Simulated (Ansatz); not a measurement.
**ZrGaH4: from a guess to a relaxed structure**

Aim: relax a trial structure of ZrGaH4 and see where it ends.

Program: Ansatz 0.2.0. Level of theory: DFT PBE, scalar-relativistic, plane waves, PAW. These are calculated values, not measurements.

## Step 1: The structure to begin with

The structure is tetragonal, space group P4/mmm (No. 123). Conventional cell: a = 3.789 Å, b = 3.789 Å, c = 5.359 Å, α = 90.00°, β = 90.00°, γ = 90.00°. Zr (site symmetry 4/mmm) is surrounded by 8 H at 2.32 Å. Around Ga (site symmetry 4/mmm) lie 8 H at 2.32 Å. H (site symmetry 2mm) is surrounded by 2 Zr at 2.32 Å and 2 Ga at 2.32 Å.

As a file:

```
CELL_PARAMETERS angstrom
3.78936 0.00000 0.00000
0.00000 3.78936 0.00000
0.00000 0.00000 5.35897
ATOMIC_POSITIONS crystal
Zr 0.50000 0.50000 0.50000
Ga 0.00000 0.00000 0.00000
H 0.50000 0.00000 0.25000
H 0.00000 0.50000 0.75000
H 0.50000 0.00000 0.75000
H 0.00000 0.50000 0.25000
```

The cell is invented: ordered mixture on the cation sites of fluorite (P4/mmm, No. 123). The dimensions are guesses.

## Step 2: A first look at the guess

input.yaml

```yaml
crystal:
  lattice:
    - [3.78936063, 0.0, 0.0]
    - [0.0, 3.78936063, 0.0]
    - [0.0, 0.0, 5.3589652]
  atoms:
    - { symbol: Zr, position: [0.5, 0.5, 0.5] }
    - { symbol: Ga, position: [0.0, 0.0, 0.0] }
    - { symbol: H, position: [0.5, 0.0, 0.25] }
    - { symbol: H, position: [0.0, 0.5, 0.75] }
    - { symbol: H, position: [0.5, 0.0, 0.75] }
    - { symbol: H, position: [0.0, 0.5, 0.25] }
basis:
  ecutwfc: 420
kpoints:
  mp_grid: { grid: [4, 4, 4] }
hamiltonian:
  xc: pbe
scf:
  occupations: { method: gaussian, width: 0.1 }
  lower_state_search: "off"
output:
  forces: true
  stress: true
  eigenvalues: true
```

Command:

```
$ ansatz run input.yaml --threads 1 --pin off --max-ram 2048MiB --backend cpu --events-out ev --progress --plain --runs-dir out
```

The session goes on with these runs: coarse relaxation; another rough relaxation; full relaxation; second relaxation, mesh chosen anew.

Q: Predict the outcome of this session. Wanted: conventional cell; volume; energy over the elements; gap on the mesh.

**Answer**, as computed:

```
                                                              quantity                                                                      value
                                symmetry at the end (tolerance 0.05 Å)                                               space group P4/mmm (No. 123)
                                                     conventional cell  a = 3.555 Å, b = 3.555 Å, c = 4.200 Å, α = 90.00°, β = 90.00°, γ = 90.00°
                                                                volume                                                               8.85 Å³/atom
energy over the elements (uncorrected; H, N, O, F and Cl as molecules)                                                              +0.02 eV/atom
                                                       gap on the mesh                                                               none (metal)
```

In words: The space group P4/mmm (No. 123) is kept, and the volume per atom shrinks by 31.0 % from the first guess. The formation energy of this structure is too near zero to say whether it is bound against the elements. No finished test with a distortion of lower symmetry is shown, so the end may be a saddle point.
